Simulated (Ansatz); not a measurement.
Here is an Ansatz input file for SiO₂, space group P4_2/mnm. Write the same calculation for the Python package.

```yaml
crystal:
  lattice:
    - [4.1773, 0.0, 0.0]
    - [0.0, 4.1773, 0.0]
    - [0.0, 0.0, 2.6652]
  atoms:
    - { symbol: Si, position: [0.0, 0.0, 0.0] }
    - { symbol: Si, position: [0.5, 0.5, 0.5] }
    - { symbol: O, position: [0.3059, 0.3059, 0.0] }
    - { symbol: O, position: [0.1941, 0.8059, 0.5] }
    - { symbol: O, position: [0.6941, 0.6941, 0.0] }
    - { symbol: O, position: [0.8059, 0.1941, 0.5] }
accuracy: low
kpoints:
  mp_grid:
    grid: [4, 4, 6]
hamiltonian:
  xc: pbe
  dispersion: d3bjatm
scf:
  max_iter: 150
  convergence:
    dr2_threshold: 1.0e-06
  mixing:
    algorithm: anderson
    preconditioner: resta
  occupations:
    method: fixed
  eigensolver:
    kind: auto
    mixed_precision: false
phonons:
  method: dfpt
  dielectric: true
  lo_to_directions:
    - [0.0, 0.0, 1.0]
```

The script, `run_dfpt.py`:
```python
# -*- coding: utf-8 -*-
"""DFPT phonons of SiO2."""

from pathlib import Path
import argparse
import warnings

import ansatz as az
import numpy as np

parser = argparse.ArgumentParser(description="DFPT phonons of SiO2.")
parser.add_argument("--functional", required=True, help="exchange-correlation functional")
parser.add_argument("--dispersion", default="d3bjatm", help="dispersion correction")
parser.add_argument("--occupations", required=True, help="how the bands are filled")
parser.add_argument("--tolerance", type=float, default=1e-06, help="SCF tolerance (eV)")
parser.add_argument("--max-iterations", type=int, default=150, help="most SCF iterations")
parser.add_argument("--kmesh", type=int, nargs=3, default=[4, 4, 6], help="k-point sampling")
args = parser.parse_args()

warnings.simplefilter("ignore", az.DeckWarning)

lattice = az.Lattice.of(
    [4.1773, 0.0, 0.0],
    [0.0, 4.1773, 0.0],
    [0.0, 0.0, 2.6652],
)
sites = [
    ("Si", [0.0, 0.0, 0.0]),
    ("Si", [0.5, 0.5, 0.5]),
    ("O", [0.3059, 0.3059, 0.0]),
    ("O", [0.1941, 0.8059, 0.5]),
    ("O", [0.6941, 0.6941, 0.0]),
    ("O", [0.8059, 0.1941, 0.5]),
]
xtal = az.Crystal(lattice=lattice)
for symbol, position in sites:
    xtal = xtal.atom(symbol, position)

setup = (
    xtal.calculation()
    .functional(args.functional, dispersion=args.dispersion)
    .accuracy("low")
    .occupations(args.occupations)
    .mixing("anderson", preconditioner="resta")
    .eigensolver("auto", mixed_precision=False)
    .scf(tolerance=args.tolerance, max_iterations=args.max_iterations)
    .kpoints(*args.kmesh)
    .phonons("dfpt", dielectric=True, lo_to_directions=[(0, 0, 1)])
)
out = setup.run(threads=1, runs_dir="runs")
ph = out.phonons

print("Gamma modes (1/cm):", " ".join(f"{w:.1f}" for w in ph.gamma_omega_inv_cm))
print("in meV:", " ".join(f"{w * 0.1239842:.2f}" for w in ph.gamma_omega_inv_cm))
field = out.phonons_dielectric
print("eps_inf diagonal:", np.round(np.diag(field.eps_inf), 3))
for site, z in zip(out.lattice.sites, field.zstar_e):
    print(f"Born charge {site.symbol:2s}", np.round(np.diag(z), 3) + 0.0)
rows = (Path(out.output_folder) / "results" / "optical_modes.tsv").read_text().splitlines()
for line in rows:
    if not line.startswith("#"):
        print("  ".join(f"{float(v):.3f}" for v in line.split()[:8]))
```

```console
$ python run_dfpt.py --functional PBE --occupations fixed
Gamma modes (1/cm): 0.0 0.0 0.0 208.2 381.5 455.4 455.4 579.8 579.8 585.1 585.1 591.7 661.4 755.2 761.1 826.4 826.4 949.6
in meV: 0.00 0.00 0.00 25.81 47.30 56.47 56.47 71.89 71.89 72.54 72.54 73.37 82.00 93.63 94.36 102.47 102.47 117.74
eps_inf diagonal: [3.372 3.372 3.547]
Born charge Si [3.82  3.82  4.072]
Born charge Si [3.82  3.82  4.072]
Born charge O  [-1.91  -1.91  -2.036]
Born charge O  [-1.91  -1.91  -2.036]
Born charge O  [-1.91  -1.91  -2.036]
Born charge O  [-1.91  -1.91  -2.036]
0.000  0.000  0.000  208.210  1.000  0.000  0.000  -0.000
0.000  0.000  0.000  381.537  1.000  0.000  0.000  -0.000
0.000  0.000  0.000  455.432  2.000  59.339  1.286  0.000
0.000  0.000  0.000  579.834  2.000  9.080  0.197  0.000
0.000  0.000  0.000  585.106  2.000  0.000  0.000  0.000
0.000  0.000  0.000  591.730  1.000  0.000  0.000  0.000
0.000  0.000  0.000  661.367  1.000  51.152  0.000  0.000
0.000  0.000  0.000  755.200  1.000  0.000  0.000  0.000
0.000  0.000  0.000  761.059  1.000  0.000  0.000  -0.000
0.000  0.000  0.000  826.446  2.000  26.080  0.565  -0.000
0.000  0.000  0.000  949.624  1.000  0.000  0.000  -0.000
0.000  0.000  1.000  208.210  1.000  0.000  0.000  0.000
0.000  0.000  1.000  381.537  1.000  0.000  0.000  0.000
0.000  0.000  1.000  455.432  2.000  59.339  1.286  0.000
0.000  0.000  1.000  579.834  2.000  9.080  0.197  -0.000
0.000  0.000  1.000  585.106  2.000  0.000  0.000  0.000
0.000  0.000  1.000  591.730  1.000  0.000  0.000  0.000
0.000  0.000  1.000  755.200  1.000  0.000  0.000  0.000
0.000  0.000  1.000  761.059  1.000  0.000  0.000  0.000
0.000  0.000  1.000  826.446  2.000  26.080  0.565  0.000
0.000  0.000  1.000  949.624  1.000  0.000  0.000  -0.000
0.000  0.000  1.000  1048.213  1.000  51.152  0.000  0.000
```

What to keep in mind:
- These settings explore the input space; cutoff and mesh may be short of convergence.
- The cell isn't relaxed first, so the values belong to this volume.
- A negative frequency stands for an imaginary mode.
- This is a high-temperature or high-pressure form, not the ambient phase.
- The starting cell is as deposited in a crystallographic database; the results hold for this polymorph, which needn't be the stable one.
- The structure is taken as given; imaginary modes can come from an unrelaxed or unstable start.
- The script silences the warnings on its input, which a real study should read.
- Hardware and time: 71 s on 1 thread of Intel(R) Xeon(R) Platinum 8259CL CPU @ 2.50GHz (Skylake/Cascade Lake), on a shared host, peak memory 0.66 GiB.

(Lines on the test bed's own set-up are left out of the output.)
